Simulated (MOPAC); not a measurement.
# PM6-DH2 (COSMO ε = 5, solvent radius 3 angstrom, surface segments 162) run of SiHSeF2 (SMILES F[Si](F)[SeH])

Wanted: a structure relaxation of SiHSeF2. 

Program for the calculation: MOPAC 23.2.5.

4 further runs of the same task are left out: 2 that didn't finish, 2 set aside as unsound or not needed.

## Step 1: The molecule

SiHSeF2: 5 atoms, total charge 0, spin state doublet. As SMILES, `F[Si](F)[SeH]`. Geometry: a GFN2-xTB relaxation, a rough one for these elements and not checked as a minimum. This is one conformer, not always the lowest. The run starts from this shape.

Bond lengths: F1–Si2 1.603 Å, Si2–F3 1.608 Å, Si2–Se4 2.296 Å, Se4–H5 1.446 Å. Angles: F1–Si2–F3 97.7°, F1–Si2–Se4 105.2°, F3–Si2–Se4 109.9°, Si2–Se4–H5 92.4°.

## Step 2: A structure relaxation at PM6-DH2 (COSMO ε = 5, solvent radius 3 angstrom, surface segments 162)

File mol.sdf:

```

     RDKit          3D

  5  4  0  0  0  0  0  0  0  0999 V2000
    1.5290   -0.7245    1.0680 F   0  0  0  0  0  0  0  0  0  0  0  0
    0.4390   -0.6725   -0.1063 Si  0  0  0  0  0  3  0  0  0  0  0  0
   -0.7527   -1.4220    0.6713 F   0  0  0  0  0  0  0  0  0  0  0  0
   -0.0677    1.5532   -0.3578 Se  0  0  0  0  0  2  0  0  0  0  0  0
   -1.1476    1.2658   -1.2751 H   0  0  0  0  0  0  0  0  0  0  0  0
  2  1  1  0
  3  2  1  0
  4  2  1  0
  5  4  1  0
M  RAD  1   2   2
M  END
$$$$
```

File f2hsesi.mop:

```
PM6-DH2 EPS=5 UHF DFP NSPA=162 GNORM=2 CYCLES=60 SCFCRT=1D-12 RSOLV=3.0 AUX(PRECISION=9) THREADS=1


F   1.52900 1 -0.72450 1  1.06800 1
Si  0.43900 1 -0.67250 1 -0.10630 1
F  -0.75270 1 -1.42200 1  0.67130 1
Se -0.06770 1  1.55320 1 -0.35780 1
H  -1.14760 1  1.26580 1 -1.27510 1
```

Launch:

```bash
$ obabel mol.sdf -omop -xk "PM6-DH2 EPS=5 UHF DFP NSPA=162 GNORM=2 CYCLES=60 SCFCRT=1D-12 RSOLV=3.0 AUX(PRECISION=9) THREADS=1" -O f2hsesi.mop
$ mopac f2hsesi.mop
```

What values should one expect? Wanted: dipole moment; HOMO energy; LUMO energy; heat of formation; ⟨S²⟩.

Answer, from the run:

At PM6-DH2 (COSMO ε = 5, solvent radius 3 angstrom, surface segments 162):

| quantity | value |
| --- | --- |
| dipole moment | 3.81 D |
| HOMO energy (over α and β) | -7.24 eV |
| LUMO energy (over α and β) | -1.63 eV |
| heat of formation | -168.8 kcal/mol |
| ⟨S²⟩ | 0.753 |

**Reading.** At the final geometry: Bond lengths: F1–Si2 1.568 Å, Si2–F3 1.583 Å, Si2–Se4 2.085 Å, Se4–H5 1.501 Å. Angles: F1–Si2–F3 112.2°, F1–Si2–Se4 123.8°, F3–Si2–Se4 122.8°, Si2–Se4–H5 76.8°. The optimisation took 13 steps and changed the energy by -0.358 eV.
